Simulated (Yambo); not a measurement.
# NiO (Fm-3m) in Yambo: notebook

Runs on NiO. Level: PBEsol. Tasks: optical spectrum.

Everything below comes from runs of Yambo 5.3.0. Logs are shortened: lines on timing, memory, paths and dates and some standing lists are left out, and cuts for length are marked.

**What was measured.**

“Local correlations, non-local screening, multiplets, and band formation in NiO”, 2012, arxiv:1210.6675 quotes, for a bulk crystal of NiO: band gap 4.3 eV.

The runs below are set against these values where they give the same quantity.

## (1) The crystal as given

Symmetry: Fm-3m, No. 225, cubic system. The conventional cell has a = 4.172 Å, b = 4.172 Å, c = 4.172 Å, α = 90.00°, β = 90.00°, γ = 90.00°. Around Ni (site symmetry m-3m) lie 6 O at 2.09 Å. O (site symmetry m-3m) has 6 Ni at 2.09 Å as nearest neighbours.

## (2) Optical spectrum, PBEsol, collinear spin, ferromagnetic start

File optics0.in:

```
optics
chi
Chimod= "IP"
% BndsRnXd
 1 | 27 |
%
% LongDrXd
 1 | 1 | 0 |
%
% QpntsRXd
 1 | 1 |
%
% EnRngeXd
 0 | 30 | eV
%
% DmRngeXd
 0.1 | 0.1 | eV
%
ETStpsXd= 300
```

File scf.in:

```
&CONTROL
  calculation = 'scf'
  prefix = 'pwscf'
  outdir = './tmp'
  pseudo_dir = './pseudo'
/
&SYSTEM
  ibrav = 0
  nat = 2
  ntyp = 2
  ecutwfc = 98
  nbnd = 22
  occupations = 'smearing'
  smearing = 'fd'
  degauss = 0.00367493
  nspin = 2
  starting_magnetization(1) = 0.0556
  starting_magnetization(2) = 0
  force_symmorphic = .true.
/
&ELECTRONS
  conv_thr = 4d-10
  electron_maxstep = 120
  mixing_beta = 0.3
/
ATOMIC_SPECIES
Ni    58.6934 Ni.upf
O     15.9990 O.upf
CELL_PARAMETERS angstrom
   0.0000000000    2.0859016414    2.0859016414
   2.0859016414    0.0000000000    2.0859016414
   2.0859016414    2.0859016414    0.0000000000
ATOMIC_POSITIONS crystal
Ni     0.0000000000    0.0000000000    0.0000000000
O      0.5000000000    0.5000000000    0.5000000000
K_POINTS automatic
12 12 12 0 0 0
```

File nscf.in:

```
&CONTROL
  calculation = 'nscf'
  prefix = 'pwscf'
  outdir = './tmp'
  pseudo_dir = './pseudo'
/
&SYSTEM
  ibrav = 0
  nat = 2
  ntyp = 2
  ecutwfc = 98
  nbnd = 32
  occupations = 'smearing'
  smearing = 'fd'
  degauss = 0.00367493
  nspin = 2
  starting_magnetization(1) = 0.0556
  starting_magnetization(2) = 0
  force_symmorphic = .true.
/
&ELECTRONS
  conv_thr = 1d-08
  diago_full_acc = .true.
  diago_thr_init = 1d-06
/
ATOMIC_SPECIES
Ni    58.6934 Ni.upf
O     15.9990 O.upf
CELL_PARAMETERS angstrom
   0.0000000000    2.0859016414    2.0859016414
   2.0859016414    0.0000000000    2.0859016414
   2.0859016414    2.0859016414    0.0000000000
ATOMIC_POSITIONS crystal
Ni     0.0000000000    0.0000000000    0.0000000000
O      0.5000000000    0.5000000000    0.5000000000
K_POINTS automatic
12 12 12 0 0 0
```

Potentials or basis: PseudoDojo 0.4.1 SR PBEsol standard.

The run is started by

```sh
OMP_NUM_THREADS=1 pw.x -in scf.in > scf.out
OMP_NUM_THREADS=1 pw.x -in nscf.in > nscf.out
cd tmp/pwscf.save; p2y; mv SAVE ../..; cd ../..
OMP_NUM_THREADS=1 yambo
OMP_NUM_THREADS=1 yambo -F optics0.in -J optics0 -C optics0_out
```

Yambo's report:

```text
[... sections 02.01 to 02.04 as in the set-up run ...]

  [02.05] Energies & Occupations
  ==============================

  [WARNING] Merged spin levels are metallic
  [X] === Spin Independent ===
  [X] Electronic Temperature                        :  0.258606E-1   300.100    [eV K]
  [X] Bosonic    Temperature                        :  0.258606E-1   300.100    [eV K]
  [X] Finite Temperature mode                       : yes
  [X] El. density                                   :  0.13222E+25 [cm-3]
  [X] Fermi Level                                   :  14.50796 [eV]

  [X] === Spin up channel ===
  [X] Conduction Band Min                  [spin UP]:  14.50796 [eV]
  [X] Valence Band Max                     [spin UP]:  14.50796 [eV]
  [X] Filled Bands                         [spin UP]:  11
  [X] Metallic Bands                       [spin UP]:  12  13
  [X] Empty Bands                          [spin UP]:   14   32

  [X] === Spin dn channel ===
  [X] Conduction Band Min                  [spin DN]:  14.50796 [eV]
  [X] Valence Band Max                     [spin DN]:  14.50796 [eV]
  [X] Filled Bands                         [spin DN]:  11
  [X] Metallic Bands                       [spin DN]:  12  13
  [X] Empty Bands                          [spin DN]:   14   32

  [X] === Metallic Characters ===
  [X] N of el / N of met el                [spin UP]:  12.00000   1.10243
  [X] Average metallic occ.                [spin UP]:  0.275607
  [X] N of el / N of met el                [spin DN]:  12.00000   2.20472
  [X] Average metallic occ.                [spin DN]:  0.551180

  [WARNING] [X] Metallic system

  [WARNING] Merged spin levels are metallic

 [03] Transferred momenta grid and indexing
 ==========================================

 IBZ Q-points                                      :   72
 BZ  Q-points                                      :  1728

 K/Q-points units:
 rlu = crystal or reduced units; cc = cartesian coordinates; iku = interal k-units

 Q [ 1]         [rlu]:  0.000000  0.000000  0.000000
 Q [ 2]         [rlu]:  0.37756E-17 -0.31633E-17  0.83333E-01
 Q [ 3]         [rlu]:  0.75513E-17 -0.63265E-17  0.16667
 Q [ 4]         [rlu]:  0.26206E-17  0.26206E-17  0.25000
 Q [ 5]         [rlu]:  0.15103E-16 -0.12653E-16  0.33333
 Q [ 6]         [rlu]:  0.10172E-16  0.10172E-16  0.41667
 Q [ 7]         [rlu]: -0.52412E-17 -0.52412E-17 -0.50000
 Q [ 8]         [rlu]: -0.77161E-17  0.83333E-01  0.83333E-01
 Q [ 9]         [rlu]:  0.20082E-17  0.83333E-01  0.16667
 Q [10]         [rlu]: -0.98613E-17  0.83333E-01  0.25000
 Q [11]         [rlu]:  0.37446E-16  0.83333E-01  0.33333
 Q [12]         [rlu]:  0.80329E-17  0.83333E-01  0.41667
 Q [13]         [rlu]:  0.10695E-16  0.83333E-01  0.50000
 Q [14]         [rlu]:  0.13057E-17  0.83333E-01 -0.41667
 Q [15]         [rlu]:  0.39673E-17  0.83333E-01 -0.33333
[... 33 lines left out ...]
 Q [49]         [rlu]:  0.083333  0.250000  0.333333
 Q [50]         [rlu]:  0.083333  0.250000  0.416667

 Remaining 22 points informations can be written running with -fatlog

 [WARNING] [Xd] User bands 1-27 break level degeneracy

 [04] Dipoles
 ============

  [04.01] Setup: observables and procedures
  =========================================

  [WF-Oscillators/G space/Transverse up loader] Normalization (few states)  min/max  :  0.14675E-16   1.0000

  [WR./optics0//ndb.dipoles]------------------------------------------------------
   Brillouin Zone Q/K grids (IBZ/BZ)                :    72  1728    72  1728
   RL vectors                                       :  2733 [WF]
   Fragmentation                                    : yes
   Electronic Temperature                           :  300.1000 [K]
   Bosonic    Temperature                           :  300.1000 [K]
   DIP band range                                   :   1  27
   DIP band range limits                            :  13  12
   DIP e/h energy range                             : -1.000000 -1.000000 [eV]
   RL vectors in the sum                            :  2733
   [r,Vnl] included                                 : yes
   Bands ordered                                    : yes
   Direct v evaluation                              : no
   Approach used                                    : G-space v
   Dipoles computed                                 : R V P [G-space]
   Wavefunctions                                    : Perdew, Burke & Ernzerhof SOL(X)+Perdew, Burke & Ernzerhof SOL(C)

  [WARNING] [r,Vnl^pseudo] included in position and velocity dipoles.

  [WARNING] In case H contains other non local terms, these are neglected

 [05] Optics
 ===========

 [X-CG] R(p) Tot o/o(of R):    12398   678352      100

 [WARNING] The system is a metal but Drude term not included.
```

r_setup:

```text
[02] CORE Variables Setup
 =========================

  [02.01] Unit cells
  ==================

  Cell kind             :  FCC
[... 927 lines left out ...]
  occ [up] @ K [42]
   1.000000  1.000000  1.000000  1.000000  1.000000  1.000000  1.000000  1.000000
   1.000000  1.000000  1.000000  1.000000  1.000000  0.000000  0.000000  0.000000
   0.000000  0.000000  0.000000  0.000000  0.000000  0.000000  0.000000  0.000000
  occ [dn] @
   1.000000  1.000000  1.000000  1.000000  1.000000  1.000000  1.000000  1.000000
   1.000000  1.000000  1.000000  1.000000  1.000000  0.000000  0.000000  0.000000
   0.000000  0.000000  0.000000  0.000000  0.000000  0.000000  0.000000  0.000000
  E [up] @ K [43]:  [eV]
  -102.7137  -63.2747  -63.2567  -63.2567  -18.9253   -7.0258   -4.4194   -4.4194
   -2.78548  -1.20747  -0.66718  -0.65817  -0.65817   6.38161  10.46684  12
```

Run time: 8.9 min. Hardware: 1 thread of Arm Neoverse V1, shared host; peak memory 0.29 GiB.

Results:

* Band gap on the k mesh, mean-field level: none (metal or under the smearing width)
* Net moment: 0.00 μB per cell

Dielectric function (along the field direction of the input):
```csv
energy (eV),real part,imaginary part
0.30,55.75,21.42
1.30,-2.26,12.62
2.31,-2.77,2.38
3.31,2.81,1.89
4.41,3.58,1.11
5.42,4.28,2.37
6.42,2.44,3.26
7.53,1.78,2.75
8.53,1.39,1.51
9.53,2.76,1.16
10.64,4.07,2.05
11.64,1.38,3.52
12.64,0.55,3.05
13.75,0.53,1.96
14.75,1.44,1.77
15.75,0.91,3.00
16.86,0.71,4.02
17.86,-0.68,1.93
18.86,-0.33,1.09
19.97,0.38,1.00
```

Energy-loss function:
| energy (eV) | loss |
| --- | --- |
| 0.0 | 0.000 |
| 1.3 | 0.077 |
| 2.6 | 0.941 |
| 3.9 | 0.132 |
| 5.2 | 0.110 |
| 6.5 | 0.192 |
| 7.8 | 0.329 |
| 9.1 | 0.233 |
| 10.4 | 0.107 |
| 11.7 | 0.258 |
| 13.0 | 0.366 |
| 14.3 | 0.431 |
| 15.7 | 0.269 |
| 17.0 | 0.243 |
| 18.3 | 0.536 |
| 19.6 | 0.823 |
| 20.9 | 0.859 |
| 22.2 | 1.001 |
| 23.5 | 1.547 |
| 24.8 | 0.998 |
| 26.1 | 0.906 |
| 27.4 | 0.646 |
| 28.7 | 0.419 |
| 30.0 | 0.541 |

Caveat: the intraband (Drude) term of the metal is left out; the ground state has no gap, which makes the many-body step unreliable; spectra need much finer meshes, so this one isn't converged; independent-particle spectra lack excitons; semilocal functionals often make such compounds metallic where correlation or magnetic order opens a gap, which also shifts bond lengths.

## (3) Optical spectrum, PBEsol, collinear spin, ferromagnetic start

File optics1.in:

```
optics
chi
Chimod= "HARTREE"
% BndsRnXd
 1 | 27 |
%
NGsBlkXd= 3 Ry
% LongDrXd
 1 | 1 | 0 |
%
% QpntsRXd
 1 | 1 |
%
% EnRngeXd
 0 | 30 | eV
%
% DmRngeXd
 0.05 | 0.05 | eV
%
ETStpsXd= 300
```

scf.in is that of step 2.

nscf.in is that of step 2.

Potentials or basis: PseudoDojo 0.4.1 SR PBEsol standard.

The run is started by

```sh
OMP_NUM_THREADS=1 pw.x -in scf.in > scf.out
OMP_NUM_THREADS=1 pw.x -in nscf.in > nscf.out
cd tmp/pwscf.save; p2y; mv SAVE ../..; cd ../..
OMP_NUM_THREADS=1 yambo
OMP_NUM_THREADS=1 yambo -F optics1.in -J optics1 -C optics1_out
```

Yambo's report:

```text
[... sections 02.01 to 02.04 as in the set-up run ...]

  [02.05] Energies & Occupations
  ==============================

  [WARNING] Merged spin levels are metallic
  [X] === Spin Independent ===
  [X] Electronic Temperature                        :  0.258606E-1   300.100    [eV K]
  [X] Bosonic    Temperature                        :  0.258606E-1   300.100    [eV K]
  [X] Finite Temperature mode                       : yes
  [X] El. density                                   :  0.13222E+25 [cm-3]
  [X] Fermi Level                                   :  14.50796 [eV]

  [X] === Spin up channel ===
  [X] Conduction Band Min                  [spin UP]:  14.50796 [eV]
  [X] Valence Band Max                     [spin UP]:  14.50796 [eV]
  [X] Filled Bands                         [spin UP]:  11
  [X] Metallic Bands                       [spin UP]:  12  13
  [X] Empty Bands                          [spin UP]:   14   32

  [X] === Spin dn channel ===
  [X] Conduction Band Min                  [spin DN]:  14.50796 [eV]
  [X] Valence Band Max                     [spin DN]:  14.50796 [eV]
  [X] Filled Bands                         [spin DN]:  11
  [X] Metallic Bands                       [spin DN]:  12  13
[... 77 lines left out ...]
 ============

  [04.01] Setup: observables and procedures
  =========================================

  [WF-Oscillators/G space/Transverse up loader] Normalization (few states)  min/max  :  0.14675E-16   1.0000

  [WR./optics1//ndb.dipoles]------------------------------------------------------
   Brillouin Zone Q/K grids (IBZ/BZ)                :    72  1728    72  1728
   RL vectors                                       :  2733 [WF]
   Fragmentation                                    : yes
   Electronic Temperature                           :  300.1000 [K]
   Bosonic    Temperature                           :  300.1000 [K]
   DIP band range                                   :   1  27
   DIP band range limits                            :  13  12
   DIP e/h energy range                             : -1.000000 -1.000000 [eV]
   RL vectors in the sum                            :  2733
   [r,Vnl] included                                 : yes
   Bands ordered                                    : yes
   Direct v evaluation                              : no
   Approach used                                    : G-space v
   Dipoles computed                                 : R V P [G-space]
   Wavefunctions                                    : Perdew, Burke & Ernzerhof SOL(X)+Perdew, Burke & Ernzerhof SOL(C)

  [WARNING] [r,Vnl^pseudo] included in position and velocity dipoles.

  [WARNING] In case H contains other non local terms, these are neglected

 [05] Optics
 ===========

 [X-CG] R(p) Tot o/o(of R):    12398   678352      100

 [WARNING] The system is a metal but Drude term not included.
```

Wall time 9 min (1 thread of Arm Neoverse V1, shared host); peak memory 0.76 GiB.

What came out:

| Quantity | Value |
| --- | --- |
| Band gap on the k mesh, mean-field level | none (metal or under the smearing width) |
| Net moment | 0.00 μB per cell |
| Peak of the energy-loss function | 2.7 eV |

Dielectric function (along the field direction of the input):
```tsv
energy (eV)	real part	imaginary part
0.30	62.47	13.72
1.30	0.01	13.16
2.31	-3.23	2.27
3.31	3.71	2.52
4.41	3.71	0.83
5.42	4.37	1.98
6.42	1.84	3.35
7.53	1.75	2.75
8.53	1.03	1.05
9.53	2.71	0.98
10.64	4.08	1.71
11.64	1.51	3.30
12.64	0.02	3.39
13.75	0.01	1.82
14.75	1.48	1.47
15.75	0.47	2.95
16.86	1.75	3.47
17.86	-0.77	2.04
18.86	-0.35	0.96
19.97	0.42	0.76
```

Energy-loss function:
```json
{"energy (eV)": "0.0", "loss": "0.000"}
{"energy (eV)": "1.3", "loss": "0.076"}
{"energy (eV)": "2.6", "loss": "0.639"}
{"energy (eV)": "3.9", "loss": "0.100"}
{"energy (eV)": "5.2", "loss": "0.119"}
{"energy (eV)": "6.5", "loss": "0.209"}
{"energy (eV)": "7.8", "loss": "0.376"}
{"energy (eV)": "9.1", "loss": "0.250"}
{"energy (eV)": "10.4", "loss": "0.092"}
{"energy (eV)": "11.7", "loss": "0.271"}
{"energy (eV)": "13.0", "loss": "0.446"}
{"energy (eV)": "14.3", "loss": "0.568"}
{"energy (eV)": "15.7", "loss": "0.267"}
{"energy (eV)": "17.0", "loss": "0.228"}
{"energy (eV)": "18.3", "loss": "0.568"}
{"energy (eV)": "19.6", "loss": "0.835"}
{"energy (eV)": "20.9", "loss": "0.681"}
{"energy (eV)": "22.2", "loss": "0.885"}
{"energy (eV)": "23.5", "loss": "2.033"}
{"energy (eV)": "24.8", "loss": "0.990"}
{"energy (eV)": "26.1", "loss": "0.922"}
{"energy (eV)": "27.4", "loss": "0.643"}
{"energy (eV)": "28.7", "loss": "0.358"}
{"energy (eV)": "30.0", "loss": "0.569"}
```

Caveat: the intraband (Drude) term of the metal is left out; the ground state has no gap, which makes the many-body step unreliable; spectra need much finer meshes, so this one isn't converged; these spectra lack excitons; semilocal functionals often make such compounds metallic where correlation or magnetic order opens a gap, which also shifts bond lengths.

## (4) Optical spectrum, PBEsol, collinear spin, ferromagnetic start

File optics3.in:

```
optics
chi
Chimod= "IP"
% BndsRnXd
 1 | 27 |
%
% LongDrXd
 1 | 0 | 0 |
%
% QpntsRXd
 1 | 1 |
%
% EnRngeXd
 0 | 15 | eV
%
% DmRngeXd
 0.05 | 0.05 | eV
%
ETStpsXd= 200
```

scf.in is that of step 3.

nscf.in is that of step 3.

Potentials or basis: PseudoDojo 0.4.1 SR PBEsol standard.

The run is started by

```sh
OMP_NUM_THREADS=1 pw.x -in scf.in > scf.out
OMP_NUM_THREADS=1 pw.x -in nscf.in > nscf.out
cd tmp/pwscf.save; p2y; mv SAVE ../..; cd ../..
OMP_NUM_THREADS=1 yambo
OMP_NUM_THREADS=1 yambo -F optics3.in -J optics3 -C optics3_out
```

Yambo's report:

```text
[... sections 02.01 to 02.04 as in the set-up run ...]

  [02.05] Energies & Occupations
  ==============================

  [WARNING] Merged spin levels are metallic
  [X] === Spin Independent ===
  [X] Electronic Temperature                        :  0.258606E-1   300.100    [eV K]
  [X] Bosonic    Temperature                        :  0.258606E-1   300.100    [eV K]
  [X] Finite Temperature mode                       : yes
  [X] El. density                                   :  0.13222E+25 [cm-3]
  [X] Fermi Level                                   :  14.50796 [eV]

  [X] === Spin up channel ===
  [X] Conduction Band Min                  [spin UP]:  14.50796 [eV]
  [X] Valence Band Max                     [spin UP]:  14.50796 [eV]
  [X] Filled Bands                         [spin UP]:  11
  [X] Metallic Bands                       [spin UP]:  12  13
  [X] Empty Bands                          [spin UP]:   14   32

  [X] === Spin dn channel ===
  [X] Conduction Band Min                  [spin DN]:  14.50796 [eV]
  [X] Valence Band Max                     [spin DN]:  14.50796 [eV]
  [X] Filled Bands                         [spin DN]:  11
  [X] Metallic Bands                       [spin DN]:  12  13
[... 77 lines left out ...]
 ============

  [04.01] Setup: observables and procedures
  =========================================

  [WF-Oscillators/G space/Transverse up loader] Normalization (few states)  min/max  :  0.14675E-16   1.0000

  [WR./optics3//ndb.dipoles]------------------------------------------------------
   Brillouin Zone Q/K grids (IBZ/BZ)                :    72  1728    72  1728
   RL vectors                                       :  2733 [WF]
   Fragmentation                                    : yes
   Electronic Temperature                           :  300.1000 [K]
   Bosonic    Temperature                           :  300.1000 [K]
   DIP band range                                   :   1  27
   DIP band range limits                            :  13  12
   DIP e/h energy range                             : -1.000000 -1.000000 [eV]
   RL vectors in the sum                            :  2733
   [r,Vnl] included                                 : yes
   Bands ordered                                    : yes
   Direct v evaluation                              : no
   Approach used                                    : G-space v
   Dipoles computed                                 : R V P [G-space]
   Wavefunctions                                    : Perdew, Burke & Ernzerhof SOL(X)+Perdew, Burke & Ernzerhof SOL(C)

  [WARNING] [r,Vnl^pseudo] included in position and velocity dipoles.

  [WARNING] In case H contains other non local terms, these are neglected

 [05] Optics
 ===========

 [X-CG] R(p) Tot o/o(of R):    12398   678352      100

 [WARNING] The system is a metal but Drude term not included.
```

Wall time 8.9 min (1 thread of Arm Neoverse V1, shared host); peak memory 0.29 GiB.

What came out:

```
Band gap on the k mesh, mean-field level : none (metal or under the smearing width)
Net moment                               : 0.00 μB per cell
```

Dielectric function (along the field direction of the input):
| energy (eV) | real part | imaginary part |
| --- | --- | --- |
| 0.30 | 62.64 | 13.78 |
| 1.06 | -14.61 | 17.81 |
| 1.81 | -4.77 | 5.21 |
| 2.56 | -0.92 | 0.43 |
| 3.39 | 1.04 | 2.19 |
| 4.15 | 3.62 | 1.96 |
| 4.90 | 3.73 | 1.12 |
| 5.65 | 3.70 | 3.33 |
| 6.48 | 2.50 | 3.01 |
| 7.24 | 1.98 | 3.42 |
| 7.99 | 1.81 | 1.91 |
| 8.74 | 1.69 | 1.93 |
| 9.57 | 3.00 | 1.18 |
| 10.33 | 3.01 | 1.51 |
| 11.08 | 3.72 | 5.27 |
| 11.83 | 1.37 | 2.81 |
| 12.66 | 0.04 | 2.96 |
| 13.42 | 0.83 | 2.42 |
| 14.17 | 1.37 | 1.98 |
| 15.00 | 2.08 | 2.02 |

Caveat: the intraband (Drude) term of the metal is left out; the ground state has no gap, which makes the many-body step unreliable; spectra need much finer meshes, so this one isn't converged; independent-particle spectra lack excitons; semilocal functionals often make such compounds metallic where correlation or magnetic order opens a gap, which also shifts bond lengths.

(Continued in part 2 of 2.)
